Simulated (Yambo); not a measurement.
# NiO (Fm-3m) in Yambo: notebook, part 2 of 2

Yambo 5.3.0. The steps go on from the part before.

## 3. Optical spectrum, PBE, collinear spin, ferromagnetic start

The input, optics10.in:

```
optics
chi
Chimod= "IP"
% BndsRnXd
 1 | 27 |
%
% LongDrXd
 1 | 1 | 0 |
%
% QpntsRXd
 1 | 1 |
%
% EnRngeXd
 0 | 20 | eV
%
% DmRngeXd
 0.1 | 0.1 | eV
%
ETStpsXd= 200
```

The input, scf.in:

```
&CONTROL
  calculation = 'scf'
  prefix = 'pwscf'
  outdir = './tmp'
  pseudo_dir = './pseudo'
/
&SYSTEM
  ibrav = 0
  A = 2.94991039
  nat = 2
  ntyp = 2
  ecutwfc = 98
  nbnd = 22
  occupations = 'smearing'
  smearing = 'fd'
  degauss = 0.00367493
  nspin = 2
  starting_magnetization(1) = 0.0556
  starting_magnetization(2) = 0
  force_symmorphic = .true.
/
&ELECTRONS
  conv_thr = 4d-10
  electron_maxstep = 120
  mixing_beta = 0.3
/
ATOMIC_SPECIES
Ni    58.6934 Ni.upf
O     15.9990 O.upf
CELL_PARAMETERS alat
   0.0000000000    0.7071067814    0.7071067814
   0.7071067814    0.0000000000    0.7071067814
   0.7071067814    0.7071067814    0.0000000000
ATOMIC_POSITIONS alat
Ni     0.0000000000    0.0000000000    0.0000000000
O      0.7071067814    0.7071067814    0.7071067814
K_POINTS automatic
12 12 12 0 0 0
```

The input, nscf.in:

```
&CONTROL
  calculation = 'nscf'
  prefix = 'pwscf'
  outdir = './tmp'
  pseudo_dir = './pseudo'
/
&SYSTEM
  ibrav = 0
  A = 2.94991039
  nat = 2
  ntyp = 2
  ecutwfc = 98
  nbnd = 132
  occupations = 'smearing'
  smearing = 'fd'
  degauss = 0.00367493
  nspin = 2
  starting_magnetization(1) = 0.0556
  starting_magnetization(2) = 0
  force_symmorphic = .true.
/
&ELECTRONS
  conv_thr = 1d-08
  diago_full_acc = .true.
  diago_thr_init = 1d-06
/
ATOMIC_SPECIES
Ni    58.6934 Ni.upf
O     15.9990 O.upf
CELL_PARAMETERS alat
   0.0000000000    0.7071067814    0.7071067814
   0.7071067814    0.0000000000    0.7071067814
   0.7071067814    0.7071067814    0.0000000000
ATOMIC_POSITIONS alat
Ni     0.0000000000    0.0000000000    0.0000000000
O      0.7071067814    0.7071067814    0.7071067814
K_POINTS automatic
4 4 4 0 0 0
```

Potentials or basis: PseudoDojo 0.4.1 SR PBE standard.

Command:

```sh
$ OMP_NUM_THREADS=1 pw.x -in scf.in > scf.out
$ OMP_NUM_THREADS=1 pw.x -in nscf.in > nscf.out
$ cd tmp/pwscf.save; p2y; mv SAVE ../..; cd ../..
$ OMP_NUM_THREADS=1 yambo
$ OMP_NUM_THREADS=1 yambo -F optics10.in -J optics10 -C optics10_out
```

Yambo's report:

```text
[... sections 02.01 to 02.04 as in the set-up run ...]

  [02.05] Energies & Occupations
  ==============================

  [WARNING] Merged spin levels are metallic
  [X] === Spin Independent ===
  [X] Electronic Temperature                        :  0.258606E-1   300.100    [eV K]
  [X] Bosonic    Temperature                        :  0.258606E-1   300.100    [eV K]
  [X] Finite Temperature mode                       : yes
  [X] El. density                                   :  0.13222E+25 [cm-3]
  [X] Fermi Level                                   :  14.76343 [eV]

  [X] === Spin up channel ===
  [X] Conduction Band Min                  [spin UP]:  14.76343 [eV]
  [X] Valence Band Max                     [spin UP]:  14.76343 [eV]
  [X] Filled Bands                         [spin UP]:  11
  [X] Metallic Bands                       [spin UP]:  12  13
  [X] Empty Bands                          [spin UP]:   14  132

  [X] === Spin dn channel ===
  [X] Conduction Band Min                  [spin DN]:  14.76343 [eV]
  [X] Valence Band Max                     [spin DN]:  14.76343 [eV]
  [X] Filled Bands                         [spin DN]:  11
  [X] Metallic Bands                       [spin DN]:  12  13
  [X] Empty Bands                          [spin DN]:   14  132

  [X] === Metallic Characters ===
  [X] N of el / N of met el                [spin UP]:  12.00000   1.22373
  [X] Average metallic occ.                [spin UP]:  0.305932
  [X] N of el / N of met el                [spin DN]:  12.00000   2.44775
  [X] Average metallic occ.                [spin DN]:  0.611939

  [WARNING] [X] Metallic system

  [WARNING] Merged spin levels are metallic

 [03] Transferred momenta grid and indexing
 ==========================================

 IBZ Q-points                                      :   8
 BZ  Q-points                                      :   64

 K/Q-points units:
 rlu = crystal or reduced units; cc = cartesian coordinates; iku = interal k-units

 Q [1]          [rlu]:  0.000000  0.000000  0.000000
 Q [2]          [rlu]:  0.54168E-16  0.26413E-16  0.25000
 Q [3]          [rlu]: -0.43836E-17 -0.43836E-17 -0.50000
 Q [4]          [rlu]:  0.17036E-16  0.25000      0.25000
 Q [5]          [rlu]:  0.19304E-17  0.25000      0.50000
 Q [6]          [rlu]: -0.43836E-17  0.25000     -0.25000
 Q [7]          [rlu]:  0.75222E-18 -0.50000     -0.50000
 Q [8]          [rlu]:  0.250000 -0.500000 -0.250000

 [WARNING] [Xd] User bands 1-27 break level degeneracy

 [04] Dipoles
 ============

  [04.01] Setup: observables and procedures
  =========================================

  [WF-Oscillators/G space/Transverse up loader] Normalization (few states)  min/max  :  0.48487E-17   1.0000

  [WR./optics10//ndb.dipoles]-----------------------------------------------------
   Brillouin Zone Q/K grids (IBZ/BZ)                :    8   64    8   64
   RL vectors                                       :  2637 [WF]
   Fragmentation                                    : yes
   Electronic Temperature                           :  300.1000 [K]
   Bosonic    Temperature                           :  300.1000 [K]
   DIP band range                                   :   1  27
   DIP band range limits                            :  13  12
   DIP e/h energy range                             : -1.000000 -1.000000 [eV]
   RL vectors in the sum                            :  2637
   [r,Vnl] included                                 : yes
   Bands ordered                                    : yes
   Direct v evaluation                              : no
   Approach used                                    : G-space v
   Dipoles computed                                 : R V P [G-space]
   Wavefunctions                                    : Perdew, Burke & Ernzerhof(X)+Perdew, Burke & Ernzerhof(C)

  [WARNING] [r,Vnl^pseudo] included in position and velocity dipoles.

  [WARNING] In case H contains other non local terms, these are neglected

 [05] Optics
 ===========

 [X-CG] R(p) Tot o/o(of R):   1007  25932    100

 [WARNING] The system is a metal but Drude term not included.
```

It took 4.7 min on 1 thread of Arm Neoverse V1, shared host; peak memory 0.23 GiB.

Results:

```
Band gap on the k mesh, mean-field level : none (metal or under the smearing width)
Net moment                               : 0.00 μB per cell
```

Dielectric function (along the field direction of the input):
| energy (eV) | real part | imaginary part |
| --- | --- | --- |
| 0.90 | -122.17 | 52.90 |
| 1.31 | -64.51 | 15.80 |
| 1.81 | -39.16 | 9.01 |
| 2.31 | -20.48 | 3.19 |
| 2.81 | -12.73 | 1.34 |
| 3.32 | -7.54 | 0.82 |
| 3.82 | -3.98 | 0.66 |
| 4.32 | -1.64 | 1.00 |
| 4.72 | 2.40 | 3.70 |
| 5.23 | -3.04 | 2.66 |
| 5.73 | 1.87 | 4.45 |
| 6.23 | 0.31 | 2.97 |
| 6.73 | -0.78 | 2.00 |
| 7.24 | 2.01 | 2.65 |
| 7.74 | -1.33 | 1.82 |
| 8.24 | 1.41 | 1.93 |
| 8.64 | 0.68 | 1.32 |
| 9.15 | -0.38 | 1.81 |
| 9.65 | 1.42 | 3.40 |
| 10.15 | 1.58 | 0.67 |
| 10.65 | 2.81 | 3.69 |
| 11.16 | 1.35 | 3.96 |
| 11.66 | 2.77 | 3.29 |
| 12.16 | 1.98 | 2.92 |
| 12.56 | 1.21 | 5.66 |
| 13.07 | -0.55 | 1.07 |
| 13.57 | -0.90 | 3.08 |
| 14.07 | -0.10 | 0.85 |
| 14.57 | 1.53 | 0.68 |
| 15.08 | 0.39 | 1.61 |
| 15.58 | 2.10 | 3.20 |
| 16.08 | 1.96 | 1.28 |
| 16.48 | 4.35 | 5.50 |
| 16.98 | -2.01 | 4.84 |
| 17.49 | -0.56 | 4.19 |
| 17.99 | -2.68 | 2.72 |
| 18.49 | -1.51 | 1.52 |
| 18.99 | -0.48 | 0.59 |
| 19.50 | 0.30 | 0.81 |
| 20.00 | -0.62 | 1.13 |

Caveat: the k mesh is coarse (spacing up to 0.65 Å⁻¹), so the values aren't converged; the intraband (Drude) term of the metal is left out; the ground state has no gap, which makes the many-body step unreliable; spectra need much finer meshes, so this one isn't converged; independent-particle spectra lack excitons; semilocal functionals often make such compounds metallic where correlation or magnetic order opens a gap, which also shifts bond lengths.

## 4. Optical spectrum, PBE, collinear spin, ferromagnetic start

The input, optics11.in:

```
optics
chi
Chimod= "HARTREE"
% BndsRnXd
 1 | 27 |
%
NGsBlkXd= 3 Ry
% LongDrXd
 1 | 1 | 0 |
%
% QpntsRXd
 1 | 1 |
%
% EnRngeXd
 0 | 20 | eV
%
% DmRngeXd
 0.3 | 0.3 | eV
%
ETStpsXd= 150
```

scf.in is that of step 3.

nscf.in is that of step 3.

Potentials or basis: PseudoDojo 0.4.1 SR PBE standard.

Command:

```sh
$ OMP_NUM_THREADS=1 pw.x -in scf.in > scf.out
$ OMP_NUM_THREADS=1 pw.x -in nscf.in > nscf.out
$ cd tmp/pwscf.save; p2y; mv SAVE ../..; cd ../..
$ OMP_NUM_THREADS=1 yambo
$ OMP_NUM_THREADS=1 yambo -F optics11.in -J optics11 -C optics11_out
```

Yambo's report:

```text
[... sections 02.01 to 02.04 as in the set-up run ...]

  [02.05] Energies & Occupations
  ==============================

  [WARNING] Merged spin levels are metallic
  [X] === Spin Independent ===
  [X] Electronic Temperature                        :  0.258606E-1   300.100    [eV K]
  [X] Bosonic    Temperature                        :  0.258606E-1   300.100    [eV K]
  [X] Finite Temperature mode                       : yes
  [X] El. density                                   :  0.13222E+25 [cm-3]
  [X] Fermi Level                                   :  14.76343 [eV]

  [X] === Spin up channel ===
  [X] Conduction Band Min                  [spin UP]:  14.76343 [eV]
  [X] Valence Band Max                     [spin UP]:  14.76343 [eV]
  [X] Filled Bands                         [spin UP]:  11
  [X] Metallic Bands                       [spin UP]:  12  13
  [X] Empty Bands                          [spin UP]:   14  132

  [X] === Spin dn channel ===
  [X] Conduction Band Min                  [spin DN]:  14.76343 [eV]
  [X] Valence Band Max                     [spin DN]:  14.76343 [eV]
  [X] Filled Bands                         [spin DN]:  11
  [X] Metallic Bands                       [spin DN]:  12  13
  [X] Empty Bands                          [spin DN]:   14  132

  [X] === Metallic Characters ===
  [X] N of el / N of met el                [spin UP]:  12.00000   1.22373
  [X] Average metallic occ.                [spin UP]:  0.305932
  [X] N of el / N of met el                [spin DN]:  12.00000   2.44775
  [X] Average metallic occ.                [spin DN]:  0.611939

  [WARNING] [X] Metallic system

  [WARNING] Merged spin levels are metallic

 [03] Transferred momenta grid and indexing
 ==========================================

 IBZ Q-points                                      :   8
 BZ  Q-points                                      :   64

 K/Q-points units:
 rlu = crystal or reduced units; cc = cartesian coordinates; iku = interal k-units

 Q [1]          [rlu]:  0.000000  0.000000  0.000000
 Q [2]          [rlu]:  0.54168E-16  0.26413E-16  0.25000
 Q [3]          [rlu]: -0.43836E-17 -0.43836E-17 -0.50000
 Q [4]          [rlu]:  0.17036E-16  0.25000      0.25000
 Q [5]          [rlu]:  0.19304E-17  0.25000      0.50000
 Q [6]          [rlu]: -0.43836E-17  0.25000     -0.25000
 Q [7]          [rlu]:  0.75222E-18 -0.50000     -0.50000
 Q [8]          [rlu]:  0.250000 -0.500000 -0.250000

 [WARNING] [Xd] User bands 1-27 break level degeneracy

 [04] Dipoles
 ============

  [04.01] Setup: observables and procedures
  =========================================

  [WF-Oscillators/G space/Transverse up loader] Normalization (few states)  min/max  :  0.48487E-17   1.0000

  [WR./optics11//ndb.dipoles]-----------------------------------------------------
   Brillouin Zone Q/K grids (IBZ/BZ)                :    8   64    8   64
   RL vectors                                       :  2637 [WF]
   Fragmentation                                    : yes
   Electronic Temperature                           :  300.1000 [K]
   Bosonic    Temperature                           :  300.1000 [K]
   DIP band range                                   :   1  27
   DIP band range limits                            :  13  12
   DIP e/h energy range                             : -1.000000 -1.000000 [eV]
   RL vectors in the sum                            :  2637
   [r,Vnl] included                                 : yes
   Bands ordered                                    : yes
   Direct v evaluation                              : no
   Approach used                                    : G-space v
   Dipoles computed                                 : R V P [G-space]
   Wavefunctions                                    : Perdew, Burke & Ernzerhof(X)+Perdew, Burke & Ernzerhof(C)

  [WARNING] [r,Vnl^pseudo] included in position and velocity dipoles.

  [WARNING] In case H contains other non local terms, these are neglected

 [05] Optics
 ===========

 [X-CG] R(p) Tot o/o(of R):   1007  25932    100

 [WARNING] The system is a metal but Drude term not included.
```

Run time: 4.7 min. Hardware: 1 thread of Arm Neoverse V1, shared host; peak memory 0.28 GiB.

Results:

* Band gap on the k mesh, mean-field level: none (metal or under the smearing width)
* Net moment: 0.00 μB per cell

Dielectric function (along the field direction of the input):
```
energy (eV)  real part  imaginary part
       0.27      93.64          724.64
       1.34     -53.14           33.75
       2.42     -17.89            6.39
       3.49      -6.14            2.15
       4.43      -1.21            2.22
       5.50      -0.59            2.61
       6.58      -0.34            2.13
       7.52       0.54            2.80
       8.59       0.97            1.95
       9.66       1.19            2.19
      10.60       2.33            2.39
      11.68       1.85            2.86
      12.75      -0.61            3.95
      13.69      -0.48            2.35
      14.77       1.10            1.52
      15.84       0.91            1.71
      16.78       1.08            3.63
      17.85      -0.79            2.54
      18.93      -0.61            0.81
      20.00      -0.15            0.96
```

Caveat: the k mesh is coarse (spacing up to 0.65 Å⁻¹), so the values aren't converged; the intraband (Drude) term of the metal is left out; the ground state has no gap, which makes the many-body step unreliable; spectra need much finer meshes, so this one isn't converged; these spectra lack excitons; semilocal functionals often make such compounds metallic where correlation or magnetic order opens a gap, which also shifts bond lengths. With open d or f shells a metallic result of PBE can be an artefact of self-interaction; +U or a hybrid may open a gap.

## 5. The runs side by side

| task | random integration of the Coulomb term | direction of the field or of q to 0 | broadening | states corrected | frequency dependence of W | other keys | gap on the mesh (eV) | moment (μB) |
| --- | --- | --- | --- | --- | --- | --- | --- | --- |
| G0W0 quasiparticle levels | no | x + y + z | 0.1 eV | Γ and the k points of the band edges | plasmon pole | several, not listed | none | 0.00 |
| optical spectrum | - | x + y | 0.1 eV | - | - | - | none | 0.00 |
| optical spectrum | - | x + y | 0.3 eV | - | - | - | none | 0.00 |

Alike in all rows: level PBE; potentials or basis PseudoDojo 0.4.1 SR PBE standard; spin collinear, ferromagnetic start; cell as given; k mesh 4 × 4 × 4; cutoff (eV) 1333; smearing fermi-dirac 0.05 eV; the mesh is coarse, so values aren't converged.

Caveats: all runs use coarse meshes; the ground state has no gap, which makes the many-body step unreliable; semilocal functionals often make such compounds metallic where correlation or magnetic order opens a gap, which also shifts bond lengths; the intraband (Drude) term of the metal is left out (some runs); spectra need much finer meshes, so this one isn't converged (some runs); the plasmon-pole model is rough for a metal (some runs); this version prints the column dSc/dw multiplied by 27.2 (some runs); independent-particle spectra lack excitons (some runs).

Total energies depend on the potentials used, so only differences within one code and one set of settings carry meaning.
